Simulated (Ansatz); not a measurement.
# SbH2Cl: basis-set convergence

The task here is to estimate one member of a computed series from the others.

Computed with Ansatz 0.2.0, Gaussian basis. Level: one geometry, several basis sets.

Plan: PBE0-D4/def2-SVP; ωB97M-V/def2-SVP; PBE0-D4/def2-QZVPP; ωB97M-V/def2-QZVPP; the functionals' def2-TZVPP values are taken from earlier runs.

### The geometry

An earlier PBE0-D4 in a triple-zeta def2 set relaxation fixed the geometry. Sb takes the def2 core potential; no spin-orbit term is included.

SMILES `[Cl][SbH2]`, 4 atoms, charge 0, spin multiplicity 1.

Atoms are counted from 1 here; the program's logs count them from 0.

Bond lengths: Cl1–Sb2 2.356 Å, Sb2–H3 1.712 Å, Sb2–H4 1.712 Å. Angles: Cl1–Sb2–H3 94.4°, Cl1–Sb2–H4 94.4°, H3–Sb2–H4 90.3°.

The first run:

Contents of in.yaml:

```yaml
crystal:
  periodic: [false, false, false]
  atoms:
    - {symbol: Cl, position_ang: [-1.784522, 0.288674, -0.631456]}
    - {symbol: Sb, position_ang: [0.502089, -0.275278, -0.577603]}
    - {symbol: H, position_ang: [0.379697, -1.183714, 0.868908]}
    - {symbol: H, position_ang: [0.958336, 1.110018, 0.319852]}
basis:
  gaussian: {orbitals: def2-SVP}
hamiltonian: {xc: pbe0, dispersion: d4}
output: {orbitals: {seedname: orbitals}}
```

Steps of the session up to this table: PBE0-D4 in def2-SVP; ωB97M-V in def2-SVP; PBE0-D4 in def2-QZVPP; ωB97M-V in def2-QZVPP.

One table of the session follows, with a row left open; its other results are not shown here.

It belongs to the step «Functionals by basis». 

```
functional       basis  HOMO (eV)  LUMO (eV)
   PBE0-D4    def2-SVP      -7.53      -1.50
   PBE0-D4  def2-TZVPP      -7.69      -1.69
   PBE0-D4  def2-QZVPP      -7.72      -1.76
   ωB97M-V    def2-SVP      -9.58       0.48
   ωB97M-V  def2-TZVPP      -9.78       0.13
   ωB97M-V  def2-QZVPP          ?          ?
```

Q: Estimate the row for ωB97M-V, def2-QZVPP from the others.

**Answer.** HOMO (eV): -9.82; LUMO (eV): -0.01. In the column «HOMO (eV)» it is the lowest.
